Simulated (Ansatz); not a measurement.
# Mg: properties at the relaxed cell

One table from this session's results is given with a row withheld; the runs are named, their logs left out.

Method: DFT PBEsol, scalar-relativistic, plane waves, PAW, in Ansatz 0.2.0.

1 further run of the same task is left out (set aside as unsound or not needed).

## Starting point

It takes space group P6_3/mmc (No. 194, hexagonal). The conventional cell has a = 3.187 Å, b = 3.187 Å, c = 5.114 Å, α = 90.00°, β = 90.00°, γ = 120.00°. Mg (site symmetry -6m2) has 12 Mg at 3.15 to 3.19 Å as nearest neighbours.

Structure file:

```xyz
2
Lattice="3.1872 0.0000 0.0000 -1.5936 2.7602 0.0000 0.0000 0.0000 5.1136" Properties=species:S:1:pos:R:3 pbc="T T T"
Mg    0.0000    1.8401    1.2784
Mg    1.5936    0.9201    3.8352
```

This cell was relaxed beforehand with the same method: volume 22.49 Å³/atom, gap on the mesh none (metal).

Set-up of the first run:

input.yaml reads:

```yaml
crystal:
  lattice:
    - [3.1871890187, 0.0, 0.0]
    - [-1.5935945094, 2.7601866569, 0.0]
    - [0.0, 0.0, 5.1135935889]
  atoms:
    - { symbol: Mg, position: [0.3333333333, 0.6666666667, 0.25] }
    - { symbol: Mg, position: [0.6666666667, 0.3333333333, 0.75] }
basis:
  ecutwfc: 420
kpoints:
  mp_grid: { grid: [18, 18, 8] }
  band_path:
    path:
      - [[0.0, 0.0, 0.0], [0.5, 0.0, 0.0], [0.33333333, 0.33333333, 0.0], [0.0, 0.0, 0.0], [0.0, 0.0, 0.5], [0.5, 0.0, 0.5], [0.33333333, 0.33333333, 0.5], [0.0, 0.0, 0.5]]
      - [[0.5, 0.0, 0.5], [0.5, 0.0, 0.0]]
      - [[0.33333333, 0.33333333, 0.5], [0.33333333, 0.33333333, 0.0]]
    npoints: 14
hamiltonian:
  xc: pbesol
scf:
  occupations: { method: gaussian, width: 0.1 }
  n_extra_bands: 6
output:
  forces: true
  stress: true
  eigenvalues: true
  populations: true
  dos: { projected: true, de: 0.02, nscf_kmesh: { grid: [27, 27, 12] } }
  bader: true
  write_density: true
  write_potential: true
  elf: true
  volumetric_format: npy
```

On the command line:

```bash
$ ansatz run input.yaml --threads 1 --pin off --max-ram 2560MiB --backend cpu --events-out ev --progress --plain --runs-dir out
```

Among the steps run: Static run: bands, density of states and charges; Back to the database's cell; Point at V/V0 = 0.97; Point at V/V0 = 1.03; Point at V/V0 = 0.94; The cell scaled to 1.06 of its volume; The cell scaled to 0.91 of its volume; The cell scaled to 1.10 of its volume; The cell scaled to 0.88 of its volume.

One of the session's tables, all rows but one given; the rest of the session is left out.

It belongs to the step «Energy against volume». 

| volume (Å³/atom) | energy above the lowest point (meV/atom) | pressure (GPa) |
| --- | --- | --- |
| 19.794 | 46.6 | 6.17 |
| 20.468 | 24.8 | 4.27 |
| 21.143 | 10.4 | 2.63 |
| 21.818 | 2.5 | 1.22 |
| 22.493 | 0.0 | 0.01 |
| 23.168 | ? | ? |
| 23.842 | 8.6 | -1.92 |
| 24.742 | 22.3 | -2.93 |

Estimate the missing values for volume (Å³/atom) = 23.168.

Worked estimate for «energy above the lowest point (meV/atom)». A straight line through the neighbours (22.493, 0.0) and (23.842, 8.6) gives 0.0 + (8.6 − 0.0) × (23.168 − 22.493) / (23.842 − 22.493) = 4.3; a parabola fitted to 4 rows on both sides gives 2.4.

**Answer.** energy above the lowest point (meV/atom): 2.3; pressure (GPa): -1.03. In «energy above the lowest point (meV/atom)» the line misses by +2.0 and the parabola by +0.1.
